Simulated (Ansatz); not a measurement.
# CH6GaN (built from SMILES [CH3][GaH][NH2]): search for a transition state

Aim: find the saddle point of a 1,2-elimination that is to form N2–H4 and break Ga1–N2, C3–H4, prove it by its vibrations, and relax downhill on both sides to see what it joins.

The runs use Ansatz 0.2.0, Gaussian basis; PBE0-D4, def2-SVP first, then def2-TZVP.

21 further runs of the same task are left out: 21 set aside as unsound or not needed.

### Step 1. The starting structure

The guess: 9 atoms, charge 0, spin multiplicity 1.

Atoms are counted from 1 here; the program's logs count them from 0.

Bond lengths: Ga1–N2 2.253 Å, Ga1–C3 2.001 Å, Ga1–H5 1.629 Å, N2–H6 1.015 Å, N2–H7 1.016 Å, C3–H8 1.092 Å, C3–H9 1.093 Å. Angles: N2–Ga1–C3 76.0°, N2–Ga1–H5 119.2°, C3–Ga1–H5 164.8°, Ga1–N2–H6 120.9°, Ga1–N2–H7 124.3°, H6–N2–H7 106.1°, Ga1–C3–H8 112.9°, Ga1–C3–H9 112.6°, H8–C3–H9 108.7°.

As a file:

```mol
CH6GaN
  3D, bonds by distance, orders not assigned

  9  7  0  0  0  0  0  0  0  0999 V2000
   -1.1713    0.1638   -0.4194 Ga  0  0
    0.1557   -0.4162    1.3067 N   0  0
    0.6818    0.3240   -1.1573 C   0  0
    0.8141   -0.1057    0.1665 H   0  0
   -2.7870    0.1690   -0.2121 H   0  0
    0.2949    0.2131    2.0912 H   0  0
    0.2238   -1.3565    1.6852 H   0  0
    0.8596   -0.3381   -2.0076 H   0  0
    0.9283    1.3466   -1.4531 H   0  0
  1  2  8  0
  1  3  8  0
  1  5  8  0
  2  6  8  0
  2  7  8  0
  3  8  8  0
  3  9  8  0
M  END
```

Distances that are to change: N2–H4 1.35 Å, Ga1–N2 2.25 Å, C3–H4 1.40 Å.

### Step 2. Relaxing the guess with the reacting distances held

The input, hold/in.yaml:

```yaml
crystal:
  periodic: [false, false, false]
  atoms:
    - {symbol: Ga, position_ang: [-1.171300, 0.163800, -0.419400]}
    - {symbol: N, position_ang: [0.155700, -0.416200, 1.306700]}
    - {symbol: C, position_ang: [0.681800, 0.324000, -1.157300]}
    - {symbol: H, position_ang: [0.814100, -0.105700, 0.166500]}
    - {symbol: H, position_ang: [-2.787000, 0.169000, -0.212100]}
    - {symbol: H, position_ang: [0.294900, 0.213100, 2.091200]}
    - {symbol: H, position_ang: [0.223800, -1.356500, 1.685200]}
    - {symbol: H, position_ang: [0.859600, -0.338100, -2.007600]}
    - {symbol: H, position_ang: [0.928300, 1.346600, -1.453100]}
basis:
  gaussian: {orbitals: def2-SVP}
hamiltonian: {xc: pbe0, dispersion: d4}
relax: {f_tol: 0.08, max_steps: 120, escape_saddle: false, constraints: [{distance: [1, 3]}, {distance: [0, 1]}, {distance: [2, 3]}]}
```

The command line of these runs was not kept.

After this run come: Saddle search in the small basis; Saddle search in triple zeta; Checking the order of the point; Relaxing after a step of 0.30 Å one way along the mode; Relaxing after a step of 0.30 Å the other way along the mode.

Before running it: what results should come out? Wanted: imaginary mode; barrier from the start side; barrier from the end side; energy of the step; pairs that change; zero-point energy at the saddle.

As calculated:

| quantity | value |
| --- | --- |
| imaginary mode | 1563i cm⁻¹ |
| barrier from the start side | 65.0 kcal/mol |
| barrier from the end side | 19.2 kcal/mol |
| energy of the step | +45.8 kcal/mol |
| pairs that change | N2–H4 formed, Ga1–N2 loosened, C3–H4 broken |
| zero-point energy at the saddle | 1.721 eV |

**Reading.** One imaginary mode, 1563i cm⁻¹, makes this a first-order saddle. It joins the planned start and end. A bond meant to break is only loosened at the end: the products stay bound as an adduct. At PBE0-D4/def2-TZVP the electronic barrier is 65.0 kcal/mol, about 110 kT at 298 K, and the step runs 45.8 kcal/mol uphill. With so stiff a mode tunnelling counts: Wigner's rough correction is a factor of 3.4 at 298 K. A step off the saddle overshot and began above it in energy, so the link to its end is likely but not proven. Lower complexes than these ends may exist.
